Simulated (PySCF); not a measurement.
# DyF6 ([DyF6]3-): the cost of one run

Programs: PySCF 2.14.0, with routines of our own; each step states its level. All values are computed. Atoms count from 0.

## 1. The system as given

7 atoms, charge -3, states of the metal's open shell are computed; geometry from: model geometry, bond lengths from ionic radii.

## 2. Ligand-field states: state-averaged CASSCF in water

What the job is given:

```
{"job": {"kind": "lf", "basis": {"metal": "x2c-TZVPall", "ligand": "x2c-SVPall"}, "nevpt": false, "solvent": "water", "roots": {"6": 21, "4": 128, "2": 130}}, "charge": -3, "metal": "Dy", "open_shell": "f9"}
Dy     0.000000     0.000000     0.000000
F      0.000000     0.000000     2.212000
F      0.000000     0.000000    -2.212000
F      2.212000     0.000000     0.000000
F     -2.212000     0.000000     0.000000
F      0.000000     2.212000     0.000000
F     -0.000000    -2.212000     0.000000
```

Method: state-averaged CASSCF of the metal f shell, state-interaction spin-orbit coupling.

On the command line:

```sh
$ OMP_NUM_THREADS=1 python lf_run.py task.json out
```

One launch serves the whole session: the jobs run in the order shown.

Q: Estimate the wall time and peak memory of this first job on 1 thread of Arm Neoverse N1, shared host.

About 66 s, with a peak of 0.59 GiB.
